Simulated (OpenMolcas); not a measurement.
# W⁺: CASSCF terms and fine-structure levels, part 2 of 2

Aim: the low terms and levels of W⁺, with their order and spacing.

OpenMolcas 26.06; ANO-RCC-MB, DKH2, active space 5 electrons in 6 orbitals (5d 6s), orbitals: ground spin, each parity. Earlier steps stand in the parts before.

## (6) State interaction with spin-orbit coupling

Input file a.inp:

```
&RASSI
NrOfJobIphs=3 6 81 110
1 2 3 4 5 6
1 2 3 4 5 6 7 8 9 10 11 12 13 14 15 16 17 18 19 20 21 22 23 24 25 26 27
28 29 30 31 32 33 34 35 36 37 38 39 40 41 42 43 44 45 46 47 48 49 50 51
52 53 54 55 56 57 58 59 60 61 62 63 64 65 66 67 68 69 70 71 72 73 74 75
76 77 78 79 80 81
1 2 3 4 5 6 7 8 9 10 11 12 13 14 15 16 17 18 19 20 21 22 23 24 25 26 27
28 29 30 31 32 33 34 35 36 37 38 39 40 41 42 43 44 45 46 47 48 49 50 51
52 53 54 55 56 57 58 59 60 61 62 63 64 65 66 67 68 69 70 71 72 73 74 75
76 77 78 79 80 81 82 83 84 85 86 87 88 89 90 91 92 93 94 95 96 97 98 99
100 101 102 103 104 105 106 107 108 109 110
IphNames
JOB001
JOB002
JOB003
EJob
SpinOrbit
DIPRint=1.0
SOCoupling=1000.0
Subsets=2
Property=9
'ANGMOM' 1 'ANGMOM' 2 'ANGMOM' 3 'MLTPL  1' 1 'MLTPL  1' 2 'MLTPL  1' 3
'AMFI' 1 'AMFI' 2 'AMFI' 3
SOProperty=3
'ANGMOM' 1 'ANGMOM' 2 'ANGMOM' 3
```

Output:

```text
SPIN-FREE ENERGIES:
  (Shifted by EMIN (a.u.) =     -16127.1184718029)

 SF State       Relative EMIN(au)   Rel lowest level(eV)    D:o, cm**(-1)      L_eff

     1             0.0000000000        0.0000000000              0.0000         0.0
     2             0.0052412973        0.1426229659           1150.3318         2.0
     3             0.0052412973        0.1426229659           1150.3318         2.0
     4             0.0052412973        0.1426229659           1150.3318         2.0
     5             0.0052412973        0.1426229659           1150.3318         2.0
     6             0.0052412973        0.1426229659           1150.3318         2.0
     7             0.0518829525        1.4118070610          11386.9919         1.0
     8             0.0518829525        1.4118070610          11386.9919         1.0
     9             0.0518829525        1.4118070610          11386.9919         1.0
    10             0.0654908505        1.7820968297          14373.5803         2.0
    11             0.0654908505        1.7820968297          14373.5803         2.0
    12             0.0654908505        1.7820968297          14373.5803         2.0
    13             0.0654908505        1.7820968297          14373.5803         2.0
    14             0.0654908505        1.7820968297          14373.5803         2.0
    15             0.0692732878        1.8850221916          15203.7293         4.0
    16             0.0692732878        1.8850221916          15203.7293         4.0
    17             0.0692732878        1.8850221916          15203.7293         4.0
    18             0.0692732878        1.8850221916          15203.7293         4.0
    19             0.0692732878        1.8850221916          15203.7293         4.0
    20             0.0692732878        1.8850221916          15203.7293         4.0
    21             0.0692732878        1.8850221916          15203.7293         4.0
    22             0.0692732878        1.8850221916          15203.7293         4.0
    23             0.0692732878        1.8850221916          15203.7293         4.0
    24             0.0740123469        2.0139785595          16243.8326         3.0
    25             0.0740123469        2.0139785595          16243.8326         3.0
    26             0.0740123469        2.0139785595          16243.8326         3.0
    27             0.0740123469        2.0139785595          16243.8326         3.0
    28             0.0740123469        2.0139785595          16243.8326         3.0
    29             0.0740123469        2.0139785595          16243.8326         3.0
    30             0.0740123469        2.0139785595          16243.8326         3.0
    31             0.0806592491        2.1948499808          17702.6590         5.0
    32             0.0806592491        2.1948499808          17702.6590         5.0
    33             0.0806592491        2.1948499808          17702.6590         5.0
    34             0.0806592491        2.1948499808          17702.6590         5.0
    35             0.0806592491        2.1948499808          17702.6590         5.0
    36             0.0806592491        2.1948499808          17702.6590         5.0
    37             0.0806592491        2.1948499808          17702.6590         5.0
    38             0.0806592491        2.1948499808          17702.6590         5.0
    39             0.0806592491        2.1948499808          17702.6590         5.0
    40             0.0806592491        2.1948499808          17702.6590         5.0
Eigenvalues of complex Hamiltonian:
   -----------------------------------
  (Shifted by EMIN (a.u.) =     -16127.1184718029)

 SO State       Relative EMIN(au)   Rel lowest level(eV)    D:o, cm**(-1)     J-value

     1            -0.0162670809        0.0000000000              0.0000         0.4
     2            -0.0162670809        0.0000000000              0.0000         0.4
     3            -0.0106124475        0.1538704150           1241.0486         0.9
     4            -0.0106124475        0.1538704150           1241.0486         1.2
     5            -0.0106124475        0.1538704150           1241.0486         1.2
     6            -0.0106124475        0.1538704150           1241.0486         1.3
     7            -0.0057960347        0.2849316843           2298.1290         2.3
     8            -0.0057960347        0.2849316839           2298.1290         2.0
     9            -0.0057960347        0.2849316843           2298.1290         2.3
    10            -0.0057960347        0.2849316838           2298.1290         1.6
    11            -0.0057960347        0.2849316839           2298.1290         2.0
    12            -0.0057960347        0.2849316838           2298.1290         1.6
    13            -0.0035653519        0.3456316553           2787.7073         2.3
    14            -0.0035653519        0.3456316553           2787.7073         2.3
    15            -0.0035653519        0.3456316558           2787.7073         1.6
    16            -0.0035653519        0.3456316556           2787.7073         1.9
    17            -0.0035653519        0.3456316556           2787.7073         1.9
    18            -0.0035653519        0.3456316558           2787.7073         1.6
    19             0.0032051172        0.5298655043           4273.6535         2.7
    20             0.0032051172        0.5298655043           4273.6535         2.4
    21             0.0032051172        0.5298655043           4273.6535         3.4
    22             0.0032051172        0.5298655043           4273.6535         1.9
    23             0.0032051172        0.5298655043           4273.6535         3.4
    24             0.0032051172        0.5298655043           4273.6535         3.0
    25             0.0032051172        0.5298655043           4273.6535         2.1
    26             0.0032051172        0.5298655043           4273.6535         3.0
    27             0.0101031509        0.7175705630           5787.5969         3.7
    28             0.0101031509        0.7175705630           5787.5969         3.4
    29             0.0101031509        0.7175705630           5787.5969         3.6
    30             0.0101031509        0.7175705630           5787.5969         3.7
    31             0.0101031509        0.7175705630           5787.5969         2.7
    32             0.0101031509        0.7175705630           5787.5969         3.8
    33             0.0101031509        0.7175705630           5787.5969         3.9
    34             0.0101031509        0.7175705630           5787.5969         3.4
    35             0.0101031509        0.7175705630           5787.5969         3.8
    36             0.0101031509        0.7175705630           5787.5969         3.9
    37             0.0351111029        1.3980716040          11276.2079         0.4
    38             0.0351111029        1.3980716040          11276.2079         0.4
    39             0.0411638612        1.5627755478          12604.6348         1.3
    40             0.0411638612        1.5627755478          12604.6348         1.3
    41             0.0411638612        1.5627755477          12604.6348         1.0
Weights of the five most important spin-orbit-free states for each spin-orbit state.

 SO State  Total energy (au)           Spin-free states, spin, and weights
 -------------------------------------------------------------------------------------------------------
    1        -0.016267       3 2.5  0.1766    4 2.5  0.1766    5 2.5  0.1766    6 2.5  0.1766    2 2.5  0.1766
    2        -0.016267       5 2.5  0.1766    6 2.5  0.1766    2 2.5  0.1766    4 2.5  0.1766    3 2.5  0.1766
    3        -0.010612       4 2.5  0.2259    6 2.5  0.2019    2 2.5  0.1829    3 2.5  0.1680    5 2.5  0.1584
    4        -0.010612       3 2.5  0.2700    2 2.5  0.2279    4 2.5  0.1680    6 2.5  0.1479    5 2.5  0.1233
    5        -0.010612       5 2.5  0.2553    2 2.5  0.2133    3 2.5  0.1876    6 2.5  0.1844    4 2.5  0.0965
    6        -0.010612       4 2.5  0.2593    6 2.5  0.2155    5 2.5  0.2127    2 2.5  0.1256    3 2.5  0.1240
    7        -0.005796       1 2.5  0.8550    8 1.5  0.0288    9 1.5  0.0286    6 2.5  0.0231    4 2.5  0.0151
    8        -0.005796       1 2.5  0.8550    7 1.5  0.0231    5 2.5  0.0191    4 2.5  0.0187    8 1.5  0.0183
    9        -0.005796       1 2.5  0.8550    9 1.5  0.0287    8 1.5  0.0287    6 2.5  0.0231    4 2.5  0.0152
   10        -0.005796       1 2.5  0.8550    7 1.5  0.0343    2 2.5  0.0200    3 2.5  0.0193    6 2.5  0.0144
   11        -0.005796       1 2.5  0.8550    7 1.5  0.0232    5 2.5  0.0193    4 2.5  0.0189    8 1.5  0.0185
   12        -0.005796       1 2.5  0.8550    7 1.5  0.0342    2 2.5  0.0199    3 2.5  0.0193    6 2.5  0.0143
```

Time for these steps: 74 s (1 thread, shared host).

Spin-free terms, from the roots grouped by L:

```csv
configuration,term,E (cm⁻¹)
5d⁵,⁶S,0.0
5d⁴ 6s,⁶D,1150
5d⁴ 6s,⁴P(1),11387
5d⁴ 6s,⁴D(1),14374
5d⁵,⁴G,15204
5d⁴ 6s,⁴F(1),16244
5d⁴ 6s,⁴H,17703
5d⁴ 6s,²D(1),20312
5d⁴ 6s,²F(1),21002
5d⁴ 6s,⁴D(2),23255
5d⁴ 6s,²G(1),23899
5d⁴ 6s,⁴G,24821
5d⁴ 6s,²S,24962
5d⁵,⁴P,25581
5d⁴ 6s,²G(2),26003
5d⁵,²I,26106
5d⁴ 6s,²H,26203
5d⁴ 6s,²P,27599
5d⁴ 6s,²D(2),28664
5d⁴ 6s,⁴F(2),28695
5d⁵,²F,28972
5d⁴ 6s,²I,29143
5d⁴ 6s,⁴D(3),31774
```

Fine-structure levels, from the RASSI matrices grouped by J:

```json
{"Configuration": "5d⁴ 6s", "Term": "⁶D", "J": "1/2", "E (cm⁻¹)": "0.0", "Leading %": "88", "Second": "8 ⁴P(1)"}
{"Configuration": "5d⁴ 6s", "Term": "⁶D", "J": "3/2", "E (cm⁻¹)": "1241", "Leading %": "94", "Second": "4 ⁴P(1)"}
{"Configuration": "5d⁵", "Term": "⁶S", "J": "5/2", "E (cm⁻¹)": "2298", "Leading %": "85", "Second": "7 ⁶D"}
{"Configuration": "5d⁴ 6s", "Term": "⁶D", "J": "5/2", "E (cm⁻¹)": "2788", "Leading %": "90", "Second": "7 ⁶S"}
{"Configuration": "5d⁴ 6s", "Term": "⁶D", "J": "7/2", "E (cm⁻¹)": "4274", "Leading %": "96", "Second": "2 ⁴F(1)"}
{"Configuration": "5d⁴ 6s", "Term": "⁶D", "J": "9/2", "E (cm⁻¹)": "5788", "Leading %": "93", "Second": "6 ⁴F(1)"}
{"Configuration": "5d⁴ 6s", "Term": "⁴P(1)", "J": "1/2", "E (cm⁻¹)": "11276", "Leading %": "72", "Second": "10 ⁴D(1)"}
{"Configuration": "5d⁴ 6s", "Term": "⁴P(1)", "J": "3/2", "E (cm⁻¹)": "12605", "Leading %": "67", "Second": "26 ⁴D(1)"}
{"Configuration": "5d⁴ 6s", "Term": "⁴P(1)", "J": "5/2", "E (cm⁻¹)": "14289", "Leading %": "49", "Second": "34 ⁴D(1)"}
{"Configuration": "5d⁴ 6s", "Term": "⁴D(1)", "J": "1/2", "E (cm⁻¹)": "15684", "Leading %": "80", "Second": "11 ⁴P(1)"}
{"Configuration": "5d⁵", "Term": "⁴G", "J": "5/2", "E (cm⁻¹)": "16018", "Leading %": "69", "Second": "7 ²F(1)"}
{"Configuration": "5d⁵", "Term": "⁴G", "J": "7/2", "E (cm⁻¹)": "16443", "Leading %": "47", "Second": "22 ⁴H"}
{"Configuration": "5d⁴ 6s", "Term": "⁴D(1)", "J": "3/2", "E (cm⁻¹)": "16964", "Leading %": "44", "Second": "30 ⁴F(1)"}
{"Configuration": "5d⁵", "Term": "⁴G", "J": "9/2", "E (cm⁻¹)": "17190", "Leading %": "59", "Second": "26 ⁴H"}
{"Configuration": "5d⁴ 6s", "Term": "⁴D(1)", "J": "7/2", "E (cm⁻¹)": "17266", "Leading %": "52", "Second": "22 ⁴G"}
{"Configuration": "5d⁴ 6s", "Term": "⁴D(1)", "J": "5/2", "E (cm⁻¹)": "17894", "Leading %": "32", "Second": "27 ⁴P(1)"}
{"Configuration": "5d⁴ 6s", "Term": "⁴F(1)", "J": "3/2", "E (cm⁻¹)": "18067", "Leading %": "59", "Second": "24 ⁴D(1)"}
{"Configuration": "5d⁵", "Term": "⁴G", "J": "11/2", "E (cm⁻¹)": "18186", "Leading %": "81", "Second": "16 ⁴H"}
{"Configuration": "5d⁴ 6s", "Term": "⁴F(1)", "J": "5/2", "E (cm⁻¹)": "18706", "Leading %": "62", "Second": "19 ²D(1)"}
{"Configuration": "5d⁴ 6s", "Term": "⁴H", "J": "7/2", "E (cm⁻¹)": "19133", "Leading %": "61", "Second": "18 ⁴G"}
{"Configuration": "5d⁴ 6s", "Term": "⁴F(1)", "J": "9/2", "E (cm⁻¹)": "19575", "Leading %": "47", "Second": "26 ⁴G"}
{"Configuration": "5d⁴ 6s", "Term": "⁴F(1)", "J": "7/2", "E (cm⁻¹)": "20511", "Leading %": "60", "Second": "27 ⁴D(1)"}
{"Configuration": "5d⁴ 6s", "Term": "⁴H", "J": "9/2", "E (cm⁻¹)": "20845", "Leading %": "62", "Second": "22 ⁴F(1)"}
{"Configuration": "5d⁴ 6s", "Term": "⁴H", "J": "11/2", "E (cm⁻¹)": "21263", "Leading %": "76", "Second": "13 ⁴G"}
{"Configuration": "5d⁴ 6s", "Term": "⁴H", "J": "13/2", "E (cm⁻¹)": "21624", "Leading %": "93", "Second": "4 ²I"}
{"Configuration": "5d⁴ 6s", "Term": "²F(1)", "J": "5/2", "E (cm⁻¹)": "22413", "Leading %": "61", "Second": "12 ⁴G"}
{"Configuration": "5d⁴ 6s", "Term": "²P", "J": "1/2", "E (cm⁻¹)": "23420", "Leading %": "37", "Second": "35 ⁴D(2)"}
{"Configuration": "5d⁴ 6s", "Term": "²F(1)", "J": "7/2", "E (cm⁻¹)": "23556", "Leading %": "49", "Second": "25 ⁴D(2)"}
{"Configuration": "5d⁴ 6s", "Term": "²D(1)", "J": "3/2", "E (cm⁻¹)": "24054", "Leading %": "72", "Second": "7 ⁴F(2)"}
{"Configuration": "5d⁴ 6s", "Term": "²D(1)", "J": "5/2", "E (cm⁻¹)": "24060", "Leading %": "45", "Second": "13 ⁴D(1)"}
{"Configuration": "5d⁴ 6s", "Term": "⁴D(2)", "J": "3/2", "E (cm⁻¹)": "25574", "Leading %": "58", "Second": "18 ⁴P"}
{"Configuration": "5d⁴ 6s", "Term": "²G(1)", "J": "7/2", "E (cm⁻¹)": "25983", "Leading %": "50", "Second": "30 ⁴G"}
{"Configuration": "5d⁴ 6s", "Term": "²G(1)", "J": "9/2", "E (cm⁻¹)": "26442", "Leading %": "44", "Second": "39 ²H"}
{"Configuration": "5d⁴ 6s", "Term": "⁴G", "J": "5/2", "E (cm⁻¹)": "26739", "Leading %": "51", "Second": "38 ⁴D(2)"}
{"Configuration": "5d⁴ 6s", "Term": "²H", "J": "11/2", "E (cm⁻¹)": "27281", "Leading %": "42", "Second": "30 ⁴G"}
{"Configuration": "5d⁵", "Term": "⁴P", "J": "1/2", "E (cm⁻¹)": "27455", "Leading %": "66", "Second": "19 ⁴D(2)"}
{"Configuration": "5d⁴ 6s", "Term": "⁴D(2)", "J": "7/2", "E (cm⁻¹)": "27502", "Leading %": "65", "Second": "13 ²F(1)"}
{"Configuration": "5d⁴ 6s", "Term": "⁴G", "J": "9/2", "E (cm⁻¹)": "27614", "Leading %": "56", "Second": "26 ²G(2)"}
{"Configuration": "5d⁴ 6s", "Term": "⁴D(2)", "J": "5/2", "E (cm⁻¹)": "27695", "Leading %": "48", "Second": "26 ⁴G"}
{"Configuration": "5d⁴ 6s", "Term": "⁴G", "J": "7/2", "E (cm⁻¹)": "27981", "Leading %": "44", "Second": "29 ²G(1)"}
```

The table of levels holds 40 of 82 computed; the rest, higher up, is left out.

Orbitals of the lowest block:

```csv
shell,space,energy (hartree),mean occupation,⟨r²⟩ (bohr²)
1s,inactive,-2563.9644,2.000,0.000431
2s,inactive,-448.3077,2.000,0.00704
2p,inactive,-393.6470,6.000,0.00582
3s,inactive,-105.8103,2.000,0.0460
3p,inactive,-89.2207,6.000,0.0466
3d,inactive,-69.3473,10.000,0.0390
4s,inactive,-23.2899,2.000,0.229
4p,inactive,-17.7177,6.000,0.259
4d,inactive,-10.3673,10.000,0.303
4f,inactive,-2.1844,14.000,0.445
5s,inactive,-3.7749,2.000,1.32
5p,inactive,-2.2759,6.000,1.79
5d,RAS2,,4.167,5.07
6s,RAS2,,0.833,13.3
```

The strongest lines between these levels (CASSCF energies, vacuum wavelengths; moments from the reference wave functions; branching within the model space):

```csv
upper,lower,type,λ (nm),A (s-1),branching %
5d⁴ 6s ⁴F_5/2(2),5d⁴ 6s ⁶D_5/2,M1,350.9,3.13e+00,33.1
5d⁵ ⁴P_5/2,5d⁵ ⁶S_5/2,M1,370.5,4.90e+00,50.3
5d⁵ ⁴P_1/2,5d⁴ 6s ⁶D_3/2,M1,381.5,8.33e+00,77.8
5d⁵ ⁴P_3/2,5d⁵ ⁶S_5/2,M1,389.3,6.42e+00,63.1
5d⁴ 6s ⁴D_3/2(2),5d⁵ ⁶S_5/2,M1,429.6,3.25e+00,30.6
5d⁴ 6s ⁴D_7/2(2),5d⁴ 6s ⁶D_9/2,M1,460.5,1.48e+00,26.0
5d⁴ 6s ²D_5/2(1),5d⁴ 6s ⁶D_7/2,M1,505.4,2.55e+00,42.3
5d⁴ 6s ⁴F_7/2(1),5d⁴ 6s ⁶D_7/2,M1,615.9,2.14e+00,53.0
5d⁴ 6s ⁴F_5/2(1),5d⁴ 6s ⁶D_5/2,M1,628.2,1.46e+00,59.6
5d⁴ 6s ⁴D_5/2(1),5d⁵ ⁶S_5/2,M1,641.2,1.75e+00,76.5
5d⁴ 6s ⁴H_9/2,5d⁴ 6s ⁶D_9/2,M1,664.1,1.28e+00,59.0
5d⁴ 6s ²G_7/2(2),5d⁵ ⁴G_7/2,M1,722.9,2.15e+00,27.6
5d⁴ 6s ⁴F_9/2(1),5d⁴ 6s ⁶D_9/2,M1,725.3,2.79e+00,76.2
5d⁴ 6s ²G_9/2(2),5d⁵ ⁴G_9/2,M1,770.6,8.82e-01,23.6
5d⁴ 6s ⁴P_5/2(1),5d⁵ ⁶S_5/2,M1,834,3.08e+00,74.8
5d⁴ 6s ²G_9/2(2),5d⁵ ⁴G_11/2,M1,834.7,8.41e-01,22.5
5d⁵ ⁴G_9/2,5d⁴ 6s ⁶D_9/2,M1,877,1.11e+00,86.6
5d⁴ 6s ²P_1/2,5d⁴ 6s ⁴P_3/2(1),M1,924.7,4.69e+00,56.5
5d⁴ 6s ⁴G_11/2,5d⁴ 6s ⁴H_9/2,M1,1010,7.66e-01,31.8
5d⁴ 6s ⁴P_3/2(1),5d⁴ 6s ⁶D_5/2,M1,1019,2.82e+00,82.0
5d⁴ 6s ²G_9/2(1),5d⁴ 6s ⁴F_9/2(1),M1,1456,1.03e+00,40.5
5d⁴ 6s ²D_5/2(1),5d⁴ 6s ⁴D_5/2(1),M1,1622,1.38e+00,22.9
```

No electric-quadrupole rates were computed, so the branching of forbidden lines counts M1 decays alone.

## (7) Comparison with measured levels

A. CASSCF

Energies in cm⁻¹ above each method's lowest level; measured values from NIST Handbook of Basic Atomic Spectroscopic Data.

```csv
level,A,measured
5d⁴ 6s ⁶D_1/2,0.0,0.0
5d⁴ 6s ⁶D_3/2,1241,1519
5d⁵ ⁶S_5/2,2298,7420
5d⁴ 6s ⁶D_5/2,2788,3172
5d⁴ 6s ⁶D_7/2,4274,4716
5d⁴ 6s ⁶D_9/2,5788,6147
5d⁴ 6s ⁴P_1/2(1),11276,
5d⁴ 6s ⁴P_3/2(1),12605,
5d⁴ 6s ⁴P_5/2(1),14289,
5d⁴ 6s ⁴D_1/2(1),15684,
5d⁵ ⁴G_5/2,16018,
5d⁵ ⁴G_7/2,16443,
5d⁴ 6s ⁴D_3/2(1),16964,
5d⁵ ⁴G_9/2,17190,
5d⁴ 6s ⁴D_7/2(1),17266,
5d⁴ 6s ⁴D_5/2(1),17894,
5d⁴ 6s ⁴F_3/2(1),18067,
5d⁵ ⁴G_11/2,18186,
5d⁴ 6s ⁴F_5/2(1),18706,
5d⁴ 6s ⁴H_7/2,19133,
5d⁴ 6s ⁴F_9/2(1),19575,
5d⁴ 6s ⁴F_7/2(1),20511,
5d⁴ 6s ⁴H_9/2,20845,
5d⁴ 6s ⁴H_11/2,21263,
5d⁴ 6s ⁴H_13/2,21624,
5d⁴ 6s ²F_5/2(1),22413,
5d⁴ 6s ²P_1/2,23420,
5d⁴ 6s ²F_7/2(1),23556,
5d⁴ 6s ²D_3/2(1),24054,
5d⁴ 6s ²D_5/2(1),24060,
```

Mean absolute deviation from the 5 measured excited levels that all methods hold: A 1300 cm⁻¹.

## (8) What came out

This closing draws on all 2 parts.

| quantity | value |
| --- | --- |
| method | CASSCF |
| lowest level | 5d⁴ 6s ⁶D_1/2, 88 % of that term, g = 3.253 |
| ground level listed by NIST | 6D1/2 |
| first excited level | 5d⁴ 6s ⁶D_3/2 at 1241 cm⁻¹ |
| lowest level of another term | 5d⁵ ⁶S_5/2 at 2298 cm⁻¹ |
| spin-orbit lowering of the lowest level | 3570 cm⁻¹ |
| strongest of the lines computed, by gA (one parity, so forbidden lines), at CASSCF energies | 5d⁵ ⁴P_5/2 → 5d⁵ ⁶S_5/2, 370.5 nm, A = 4.90e+00 s⁻¹ |

**Reading.** The multiplet ⁶D is regular; its intervals divided by the larger J differ by 89 % of their mean, where Landé's rule for pure LS coupling makes them equal. The computed levels miss the measured ones by 1300 cm⁻¹ on average. Only the configurations of the active space and the roots asked for are present. The quartets, doublets rest on orbitals optimised for another spin in at least one step, which raises them against the optimised states. Not all states of the active space went into the spin-orbit step. Configurations with different d counts are hard to place against each other, and can be off by thousands to tens of thousands of cm-1. Levels of other configurations are missing from the list.
